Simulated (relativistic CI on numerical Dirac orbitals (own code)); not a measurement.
# Co: the cost of one run

Program: relativistic CI on numerical Dirac orbitals (own code) version 3. Level of theory: charge-transfer multiplet model of a cubic metal-ligand cluster with up to 2 ligand holes, Slater and spin-orbit integrals from Dirac-Coulomb-Breit ions, Slater integrals scaled by 0.7. These are calculated values, not measurements, unless marked.

**1. The atom as given**

- ion: Co⁴⁺ (Co V)
- nuclear charge: 27
- electrons: 23
- d electrons: 5
- ligand holes at most: 2
- parameters: in eV; Veg, Vt2g hoppings, tenDq and tenDqL metal and ligand splittings (negative tenDq: tetrahedral), red the scaling of hopping with a core hole
- temperature: 20 K
- widths: Lorentz 0.4 eV, Gauss 0.3 eV

**2. tenDq = 0.8 eV**

The run's settings:

```ini
cluster ion=Co4+ d5 ligand_holes=2 slater_scale=0.7
Delta=2.1 Udd=5.9 Upd=7.6 tenDq=0.8 tenDqL=1.5 Veg=3.6 Vt2g=-1.76 red=1
spectrum xas L2,3 T=20 lorentz=0.4 gauss=0.3
```

Started as:

```bash
python run_levels.py task.json out
```

task.json lists these runs, among others, and the program works through them in turn.

Q: Estimate wall time and peak memory on 1 thread of Intel Xeon Platinum 8488C, shared host.

About 7.2 s, with a peak of 0.22 GiB.
